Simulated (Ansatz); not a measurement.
**Sb: response to strain**

Sb is deformed so: equal xx and yy strain of -1 %. What stress and forces result, by LAPW, PAW and all-electron datasets made for the crystal?

Computed with Ansatz 0.2.0 (DFT PBEsol, scalar-relativistic, unless a step's input says otherwise).

## 1. The starting structure

It takes space group P6_3/mmc (No. 194, hexagonal). Conventional cell: a = 3.369 Å, b = 3.369 Å, c = 5.330 Å, α = 90.00°, β = 90.00°, γ = 120.00°. Sb (site symmetry -6m2) is surrounded by 12 Sb at 3.30 to 3.37 Å.

As a file:

```
Sb
1.0
     3.36900    0.00000    0.00000
    -1.68450    2.91764    0.00000
     0.00000    0.00000    5.33000
Sb
2
Direct
  0.33333 0.66667 0.25000
  0.66667 0.33333 0.75000
```

Atoms are numbered in the order of the input: Sb1, Sb2.

## 2. The deformed structure

Space group P6_3/mmc before, P6_3/mmc after.

## 3. Full-potential LAPW

Contents of input.yaml:

```yaml
crystal:
  lattice:
    - [3.3353101777, 0.0, 0.0]
    - [-1.6676550889, 2.8884633434, 0.0]
    - [0.0, 0.0, 5.33]
  atoms:
    - { symbol: Sb, position: [0.3333333333, 0.6666666667, 0.25] }
    - { symbol: Sb, position: [0.6666666667, 0.3333333333, 0.75] }
kpoints:
  mp_grid: { grid: [12, 12, 7] }
  band_path:
    path:
      - [0.0, 0.0, 0.0]
      - [0.5, 0.0, 0.0]
      - [0.3333333333, 0.3333333333, 0.0]
      - [0.0, 0.0, 0.0]
      - [0.0, 0.0, 0.5]
      - [0.5, 0.0, 0.5]
      - [0.3333333333, 0.3333333333, 0.5]
      - [0.0, 0.0, 0.5]
      - [0.5, 0.0, 0.5]
    npoints: 5
scf:
  occupations: { method: fermi_dirac, width: 0.05 }
hamiltonian:
  xc: pbesol
  pseudopotentials: { kind: all_electron, lapw: { basis_error: 0.0005 } }
output:
  forces: true
  stress: true
  eigenvalues: true
```

Started as:

```console
$ ansatz run input.yaml --threads 1 --pin off --max-ram 3072MiB --backend cpu --events-out ev --progress --plain --runs-dir out
```

## 4. Frozen-core PAW

Contents of input.yaml:

```yaml
crystal:
  lattice:
    - [3.3353101777, 0.0, 0.0]
    - [-1.6676550889, 2.8884633434, 0.0]
    - [0.0, 0.0, 5.33]
  atoms:
    - { symbol: Sb, position: [0.3333333333, 0.6666666667, 0.25] }
    - { symbol: Sb, position: [0.6666666667, 0.3333333333, 0.75] }
kpoints:
  mp_grid: { grid: [12, 12, 7] }
scf:
  occupations: { method: fermi_dirac, width: 0.05 }
hamiltonian:
  xc: pbesol
  pseudopotentials: { kind: paw }
output:
  forces: true
  stress: true
  eigenvalues: true
  efg: { contact_densities: true }
  write_density: true
  write_potential: true
  elf: true
  volumetric_format: npy
```

## 5. All-electron PAW on datasets made for the crystal

Changes to input.yaml since step 4:

```diff
@@ -14,3 +14,3 @@
   xc: pbesol
-  pseudopotentials: { kind: paw }
+  pseudopotentials: { kind: all_electron, datasets: crystal }
 output:
@@ -20,5 +20 @@
   efg: { contact_densities: true }
-  write_density: true
-  write_potential: true
-  elf: true
-  volumetric_format: npy
```

(Steps that only read results are left out.)

Q: Predict the outcome of this session. Wanted: pressure; largest shear or deviatoric stress.

As calculated:

| quantity | value |
| --- | --- |
| pressure | LAPW 1.28, PAW 1.27, crystal datasets 1.28 GPa |
| largest shear or deviatoric stress (LAPW) | 0.80 GPa |

The largest part of the stress beyond the pressure is 0.80 GPa in size, in the zz component; the atoms are carried along and not relaxed. No run of the undeformed cell stands beside it, so the pressure holds what the given cell had before the change. PAW: stress within 0.01 GPa of LAPW. Crystal datasets: stress within 0.01 GPa of LAPW. Spin-orbit coupling is left out, though the cell holds Sb; in elements this heavy it can shift bands and gaps by tenths of an eV.
